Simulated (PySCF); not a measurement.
# C2F6: the cost of one run

Computed with PySCF 2.14.0, with density-fitted response routines of our own, on a single molecule in the gas phase. Atoms are numbered from 0 throughout.

## (1) Starting geometry

8 atoms, charge 0, multiplicity 1; geometry from: GFN2-xTB.

Bonds of the start (Å): F0–C1 1.33, C1–F2 1.33, C1–F3 1.33, C1–C4 1.56, C4–F5 1.33, C4–F6 1.33, C4–F7 1.33.

## (2) Geometry optimisation at PBE0-D3(BJ)/def2-TZVP

What the job is given:

```
{"job": {"xc": "PBE0", "basis": "def2-TZVP", "d3": "d3bj", "grid": 2, "kind": "geom"}, "charge": 0, "multiplicity": 1}
F     -1.452900     0.666310     0.734510
C     -0.760110    -0.014810    -0.170830
F     -0.981340     0.526100    -1.361830
F     -1.207540    -1.265150    -0.188770
C      0.760170     0.014790     0.170560
F      0.979150    -0.526820     1.363120
F      1.207610     1.265130     0.188430
F      1.452860    -0.666610    -0.734320
```

**Question.** How long does this first job take on 8 threads of AMD EPYC (Zen 3), shared host?

About 3.2 min.
